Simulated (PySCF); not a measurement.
# C₅H₃MoNO₈−: ligand-field states

Computed with PySCF 2.14.0 and routines of our own; the level stands in each step. Atoms count from 0.

## 1. The system as given

18 atoms, charge -1, states of the metal's open shell are computed; geometry from: GFN2-xTB, shaken.

## 2. Geometry optimisation at B3LYP-D3(BJ)/def2-SVP

The job: settings as JSON, then the geometry in Å.

```
{"job": {"xc": "B3LYP", "basis": "def2-SVP", "d3": "d3bj", "grid": 1, "maxiter": 40, "kind": "geom"}, "charge": -1, "metal": "Mo", "open_shell": "d1"}
Mo     0.076620     0.080040    -0.054310
N     -0.035500    -0.038410     1.655850
C     -0.098900    -0.096990     3.068030
H     -0.767940    -0.936520     3.375140
H      0.895290    -0.307160     3.504350
H     -0.490210     0.793800     3.486970
O      1.926540     0.201760    -0.626640
C      2.308990     1.196930    -1.355280
O      3.365850     1.313300    -1.993580
C      1.203440     2.320720    -1.345910
O      1.288740     3.372620    -1.945430
O      0.209580     1.974620    -0.595990
O     -1.789160    -0.023730    -0.759930
C     -2.264780    -1.139120    -1.236770
O     -3.407620    -1.320790    -1.615990
C     -1.172270    -2.241660    -1.244850
O     -1.342250    -3.347390    -1.642430
O     -0.060380    -1.784070    -0.753490
```

The run is started by

```console
$ OMP_NUM_THREADS=1 python lf_run.py task.json out
```

The driver reads the jobs from task.json and runs them one after another.

Q: Estimate the wall time and peak memory of this first job on 1 thread of Arm Neoverse V1, shared host.

About 15 min, with a peak of 1 GiB.
